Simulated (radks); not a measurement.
# Ge⁴⁻ held by a Watson sphere

One table from this session's results is given with a row withheld; the runs are named, their logs left out.

Program: radks (a radial shooting solver on a logarithmic mesh, Libxc functionals) version 1. Level of theory: scalar-relativistic Kohn-Sham, LB94 model potential, spin-polarised, spherical densities, finite nucleus. These are calculated values, not measurements, unless marked.

**The atom as given**

```
element            : germanium (Z = 32)
charge             : -4
electrons          : 36
configuration      : [Kr]
nuclear rms radius : 4.0742 fm
```

The outer shells:

Ge⁴⁻
```
[Ar] core
3d [↑↓][↑↓][↑↓][↑↓][↑↓]
4s [↑↓]
4p [↑↓][↑↓][↑↓]
```

LB94 adds a gradient term to the LDA potential that gives it a −1/r tail. It is a model potential with no energy functional, so Etot and Exc are not given.

Set-up of the first run:

Settings of this run:

```text
Z 32
configuration [Kr]
relativity scalar-relativistic
functional lda,pw
model_potential LB94
spin polarised
nucleus finite rms 4.0742 fm
c 137.035999084
watson charge 3.05 radius 2.2 bohr
response adiabatic LDA kernel
```

On the command line:

```
> python run_ks.py task.json out
```

The same process makes all the runs of this session.

Among the steps run: R = 2.2 bohr; R = 2.54 bohr; R = 2.78 bohr; R = 3.45 bohr; R = 3.49 bohr; R = 3.69 bohr.

One table of the session follows, with a row left open; its other results are not shown here.

| R (bohr) | highest level (eV) | its <r> (bohr) | sum of <r²> (bohr²) | α (bohr³) |
| --- | --- | --- | --- | --- |
| 2.2 | -3.792 | 2.764 | 75.57 | 72.79 |
| 2.54 | -3.444 | 2.945 | 83.74 | 93.58 |
| 2.78 | ? | ? | ? | ? |
| 3.45 | -2.543 | 3.454 | 109.2 | 191.0 |
| 3.49 | -2.508 | 3.477 | 110.4 | 197.1 |
| 3.69 | -2.339 | 3.591 | 116.8 | 230.4 |

Q: Estimate the row for R (bohr) = 2.78 from the others.

Worked estimate for «highest level (eV)». A straight line through the neighbours (2.54, -3.444) and (3.45, -2.543) gives -3.444 + (-2.543 + 3.444) × (2.78 − 2.54) / (3.45 − 2.54) = -3.206; a parabola fitted to 4 rows on both sides gives -3.202.

**Answer.** highest level (eV): -3.193; its <r> (bohr): 3.077; sum of <r²> (bohr²): 89.98; α (bohr³): 112.7. In «highest level (eV)» the line misses by -0.013 and the parabola by -0.009.

A wider sphere makes a shallower well, so the ion swells.
